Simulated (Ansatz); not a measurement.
MgZn₃, space group P-6m2, a projected density of states

With Ansatz's Python interface.

Run as a notebook:

In [1]:
```python
import ansatz
import numpy as np
```

In [2]:
```python
lattice = ansatz.Lattice.of(
    (2.97720957, 0.0, 0.0),
    (-1.48860479, 2.57833912, 0.0),
    (0.0, 0.0, 8.778603),
)
sites = [
    ("Mg", (2 / 3, 1 / 3, 0.5)),
    ("Zn", (2 / 3, 1 / 3, 0.0)),
    ("Zn", (0.0, 0.0, 0.759833)),
    ("Zn", (0.0, 0.0, 0.240167)),
]
xtal = ansatz.Crystal(lattice=lattice)
for symbol, position in sites:
    xtal = xtal.atom(symbol, position)
```

In [3]:
```python
base = (
    xtal.calculation()
    .functional("r2scan", dispersion="D3(BJ)")
    .accuracy("medium")  # preset for grids and thresholds
    .mixing("msr1", ndim=6, beta=0.6)
    .kpoints(5, 5, 2)
    .scf(tolerance=1e-05, extra_bands=8)
    .occupations("fermi_dirac", width=0.15)
    .density_of_states(projected=True, energy_step=0.05)
)
outcome = base.run(threads=1, pin="off")
report = outcome.report

report["n_iterations"], report["closed_by"]
```
```text
DeckWarning: basis.ecutwfc = 500 eV, auto-derived from the records' recommended cutoffs: set by Mg (their level for a meta-GGA)
DeckWarning: the engine holds no damping parameters fitted to this dispersion correction and functional, so the run takes those fitted to r2scan beside the three-body term, which d3bj leaves out (hamiltonian.dispersion, under Limitations)
```
Out [3]:
```text
(7, 'deck_thresholds')
```

In [4]:
```python
report["published_state_doubts"]
```
Out [4]:
```text
[]
```

In [5]:
```python
outcome.unlabelled_reasons
```
Out [5]:
```text
['no_forces']
```

In [6]:
```python
dos = outcome.density_of_states()
energy = np.asarray(dos.energies_ev) - dos.fermi_ev
curves = {}
for site in outcome.projected_density_of_states().sites:
    for shell in site.shells:
        weight = sum(np.sum(curve.g_bin_mean_per_ev, axis=0) for curve in shell.curves)
        name = f"{site.species} {shell.label}"
        curves[name] = curves.get(name, 0) + weight
```

In [7]:
```python
step = energy[1] - energy[0]
windows = [(-6, -3), (-3, 0), (0, 4)]
print("states by shell in windows of E - E_F (eV):", windows)
for name, g in curves.items():
    print(f"{name:8s}", " ".join(f"{step * g[(energy >= a) & (energy < b)].sum():8.3f}" for a, b in windows))
filled = (energy < 0) & (energy > -6)
for name, g in curves.items():
    if g[filled].sum() * step > 0.5:
        print(f"centre of {name}: {np.average(energy[filled], weights=g[filled]):.2f} eV")
```
```text
states by shell in windows of E - E_F (eV): [(-6, -3), (-3, 0), (0, 4)]
Mg 2S       0.000    0.000    0.001
Mg 3S       0.464    0.526    0.386
Mg 2P       0.000    0.000    0.000
Zn 4S       1.768    1.060    1.164
Zn 3D       0.479    0.098    0.051
centre of Mg 3S: -2.92 eV
centre of Zn 4S: -3.46 eV
centre of Zn 3D: -4.39 eV
```

The settings weren't tested for convergence. The dispersion term runs with damping parameters of another functional. Dispersion corrections can be off by several per cent in the lattices of metals, and by several GPa in the pressure at a fixed cell. The mesh is modest for a metal, so energies can be off by several to tens of meV an atom and pressures by half a GPa or more; differences at equal mesh fare better. This cell is a computed structure, which may not be the phase found in nature. Warnings are shown shortened and without file and line. Curves are summed over the cell's atoms. Only shells that the potentials hold have channels, so projections don't add up to the total, least of all where a shell is missing (p of most metals); heights and places of peaks move with the mesh. The computed bands are complete only to about 6.7 eV above the Fermi level; beyond that the density of states is undercounted. A band centre counts only the states inside the window taken. Finished in 5.8 s on 1 thread of Arm Neoverse V2, with other jobs on the host, peak memory 0.47 GiB.

(Lines on the test bed's own set-up are left out of the output.)
